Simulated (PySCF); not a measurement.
# C5H8ClN (5-chlorovaleronitrile): the cost of one run

Programs: PySCF 2.14.0, with routines of our own; each step states its level. All values are computed. Atoms count from 0.

## (1) The system as given

15 atoms, charge 0, multiplicity 1; geometry from: GFN2-xTB.

## (2) Relaxing the molecule at PBE0-D3(BJ)/def2-SVP

What the job is given:

```
{"job": {"xc": "PBE0", "basis": "def2-SVP", "d3": "d3bj", "grid": 2, "kind": "geom"}, "charge": 0, "multiplicity": 1}
N      2.545335     1.605188     1.344167
C      2.164201     0.620968     0.905144
C      1.665549    -0.604039     0.333710
C      0.403400    -0.349246    -0.498952
C     -0.747728     0.152138     0.371068
C     -2.003270     0.432611    -0.436527
Cl    -2.631829    -1.064330    -1.185185
H      2.452272    -1.033423    -0.292230
H      1.449005    -1.303819     1.145940
H      0.109895    -1.279306    -0.988265
H      0.622412     0.388077    -1.274784
H     -0.974930    -0.587901     1.141892
H     -0.452341     1.080539     0.867756
H     -1.806026     1.130437    -1.250315
H     -2.800361     0.820096     0.197531
```

The run is started by

```sh
$ OMP_NUM_THREADS=1 python excited_run.py task.json out
```

One launch serves the whole session: the jobs run in the order shown.

Q: Estimate the wall time and peak memory of this first job on 1 thread of Arm Neoverse V2, shared host.

About 36 s, with a peak of 0.71 GiB.
